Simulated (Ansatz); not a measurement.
# AlAsH: the cost of one run

Computed with Ansatz 0.2.0, Gaussian basis. Level: def2-QZVPP, all electrons in the functionals, frozen cores in the correlation of double hybrids and RPA.

To be run: PBE, BLYP, r2SCAN, B97M-V, PBE0, B3LYP, wB97M-V, B2PLYP, at charge 0, doublet; charge 0, quartet; charge 1, singlet; charge 1, triplet (not every functional at every point).

8 further runs of the same task are left out: 1 that didn't finish, 7 set aside as unsound or not needed.

## 1. What is computed

The geometry is a PBE0/def2-TZVP stationary point (not a proven minimum). No spin-orbit coupling is included. The filled d shell of As may be among the frozen orbitals whatever the setting's name suggests; the logs give the count.

3 atoms, charge 0, spin multiplicity 2.

Atoms are counted from 1 here; the program's logs count them from 0.

Bond lengths: Al1–As2 2.238 Å, Al1–H3 1.583 Å. Angles: As2–Al1–H3 180.0°.

No dispersion term is added; B97M-V, wB97M-V hold VV10 nonlocal correlation. B3LYP takes the VWN-RPA correlation.

The geometry shown and the zero of energy belong to the point charge 0, doublet. The yardstick, RCCSD(T), and other wave-function levels (R restricted, U unrestricted, valence and pair active spaces) come from earlier runs.

## 2. PBE, charge 0, doublet

in.yaml

```yaml
crystal:
  periodic: [false, false, false]
  atoms:
    - {symbol: Al, position_ang: [0.000000, 0.000000, -0.218333]}
    - {symbol: As, position_ang: [0.000000, 0.000000, 2.020067]}
    - {symbol: H, position_ang: [0.000000, 0.000000, -1.801733]}
basis:
  gaussian: {orbitals: "def2-QZVPP.json"}
magnetization: {spin_polarized: true, initial_magnetization: 1}
hamiltonian: {xc: {name: PBE}}
output: {orbitals: {seedname: orbitals}}
```

Started as:

```bash
$ ansatz run in.yaml --threads 1 --pin off --events-out ev --progress --plain --max-ram 2393MiB
```

What time and memory should one allow on 1 thread of Arm Neoverse V1, shared host?

About 13 s, with a peak of 0.39 GiB.
